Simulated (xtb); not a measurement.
**GFN2-xTB (hydrogen mass 1 u, md dump 20 fs, md temperature 500 K, md time 0.2 ps) run of C2H6O2Si (SMILES CC1O[SiH2]O1)**

We compute molecular dynamics of C2H6O2Si. 

The results are computed with xtb 6.7.1 later snapshot.

3 further runs of the same task are left out: 2 that didn't finish, 1 set aside as unsound or not needed.

**1. The system as given**

The species is C2H6O2Si (11 atoms), meant as a singlet with charge 0. As SMILES, `CC1O[SiH2]O1`. The shape was relaxed beforehand at GFN2-xTB. The run starts from this shape.

Bond lengths: C1–C2 1.510 Å, C2–O3 1.410 Å, O3–Si4 1.662 Å, C2–O5 1.410 Å, Si4–O5 1.662 Å, C1–H6 1.087 Å, C1–H7 1.086 Å, C1–H8 1.086 Å, C2–H9 1.096 Å, Si4–H10 1.451 Å, Si4–H11 1.452 Å. Some angles: C1–C2–O3 112.7°, C1–C2–O5 112.7°, O3–C2–O5 99.8°, C2–O3–Si4 89.6°, O3–Si4–O5 81.0°, C2–O5–Si4 89.6°, C1–C2–H9 111.3°, O3–C2–H9 109.9°, O5–C2–H9 109.9°, C2–C1–H6 109.0°.

**2. A short trajectory at GFN2-xTB (hydrogen mass 1 u, md dump 20 fs, md temperature 500 K, md time 0.2 ps)**

.CHRG reads:

```
0
```

.UHF reads:

```
0
```

xtb.inp reads:

```
$md
   temp=500
   time=0.2
   step=0.5
   dump=20
   hmass=1
   shake=0
   nvt=false
$end
```

coord reads:

```
$coord
     -0.855573502924      2.259148684729     -1.683197956465  c
      0.569903604665     -0.129559623104     -1.049553889617  c
     -1.036628162925     -2.108329642722     -0.275351993619  o
      0.407708411388     -2.160070344015      2.512164115555  si
      2.070818579149      0.120734602102      1.136840339314  o
     -1.989125718781      2.810665254201     -0.061945222365  h
     -2.081571120798      1.915256324569     -3.293112333818  h
      0.480122716484      3.753128364336     -2.127208006707  h
      1.739776356637     -0.751997614034     -2.641326896173  h
      1.864838431564     -4.446657852073      2.914411218443  h
     -1.170288491719     -1.262299256728      4.568318419977  h
$end
```

The run is started by

```
xtb coord -I xtb.inp --md > coord.out 2> xtb.err
```

Q: Predict the results. Wanted: potential energy of the last frame.

Answer, from the run:

Level: GFN2-xTB (hydrogen mass 1 u, md dump 20 fs, md temperature 500 K, md time 0.2 ps).

| quantity | value |
| --- | --- |
| potential energy of the last frame | -17.21592 Eh |
